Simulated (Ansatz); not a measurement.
## two structures of Pd: a comparison of enthalpies under pressure

Run with Ansatz's Python interface.

`run_transition.py`
```python
import csv

import ansatz as az
import numpy as np

ECUT = 550
FUNCTIONAL = "lda"
KSPACING = 0.33
SMEARING = "gaussian"
SIGMA = 0.05


def diamond(A, a):
    return (
        az.Lattice.fcc(a)
        .space_group(227, origin_choice=1)
        .atom(A, (0, 0, 0))
        .primitive()
    )


def hcp(A, a):
    return (
        az.Lattice.from_parameters(a, a, 1.633 * a, alpha=90, beta=90, gamma=120)
        .space_group(194)
        .atom(A, (1 / 3, 2 / 3, 0.25))
    )


def ground_state(name, crystal, pressure=0.0):
    calc = (
        crystal.calculation()
        .basis(ECUT)
        .functional(FUNCTIONAL)
        .kpoints(spacing=KSPACING)
        .occupations(SMEARING, width=SIGMA)
    )
    calc = calc.relax(force_tolerance=0.01, max_steps=40, cell=True, pressure=pressure)
    return calc.run(threads=1)


def volume_per_atom(outcome):
    return abs(np.linalg.det(outcome.lattice.cell_ang)) / len(outcome.lattice.sites)


def main() -> None:
    phases = {}
    phases["diamond"] = diamond("Pd", 5.35)
    phases["hcp"] = hcp("Pd", 2.75)

    pressures = [0, 20, 40, 60]
    enthalpy, volume = {name: [] for name in phases}, {name: [] for name in phases}
    for p in pressures:
        for name, crystal in phases.items():
            o = ground_state(name, crystal, pressure=p)
            volume[name].append(volume_per_atom(o))
            enthalpy[name].append(o.report["energy_sigma0_ev"] / len(o.lattice.sites) + p * volume[name][-1] / 160.21766)
    gap = np.array(enthalpy["hcp"]) - np.array(enthalpy["diamond"])
    rows = [(p, va, vb, 1000 * d) for p, va, vb, d in zip(pressures, volume["diamond"], volume["hcp"], gap)]
    with open("transition.csv", "w", newline="") as handle:
        writer = csv.writer(handle)
        writer.writerow(["P (GPa)", "V diamond (A^3/atom)", "V hcp (A^3/atom)", "H(hcp) - H(diamond) (meV/atom)"])
        writer.writerows([round(v, 4) if isinstance(v, float) else v for v in row] for row in rows)
    print(open("transition.csv").read())
    crossings = [p0 - g0 * (p1 - p0) / (g1 - g0) for p0, p1, g0, g1 in zip(pressures, pressures[1:], gap, gap[1:]) if g0 * g1 < 0]
    print("crossing near", [round(float(p), 1) for p in crossings], "GPa") if crossings else print("no crossing in this range")


if __name__ == "__main__":
    main()
```

Running `python run_transition.py` prints:
```text
P (GPa),V diamond (A^3/atom),V hcp (A^3/atom),H(hcp) - H(diamond) (meV/atom)
0,22.1924,14.2085,-1381.0044
20,19.1287,13.2047,-2224.777
40,17.5818,12.5126,-2905.7466
60,16.5208,11.9842,-3502.9149

no crossing in this range
```

Notes:
- Absolute energies stand on the zero of these potentials, so only differences at equal settings mean something.
- At a fixed pressure a relaxation lowers the enthalpy F + PV, while F alone can rise.
- Only these two structures are compared, at zero temperature and with their symmetry kept; either may be hypothetical, and another phase may be lower than both. Differences under about 40 meV an atom lie within the error of mesh and functional.
- The cells are prototypes set up for this calculation and needn't exist.
- It ran for 44 s on 1 thread of Intel(R) Xeon(R) Platinum 8488C (Sapphire Rapids) (shared host), peak memory 0.4 GiB.
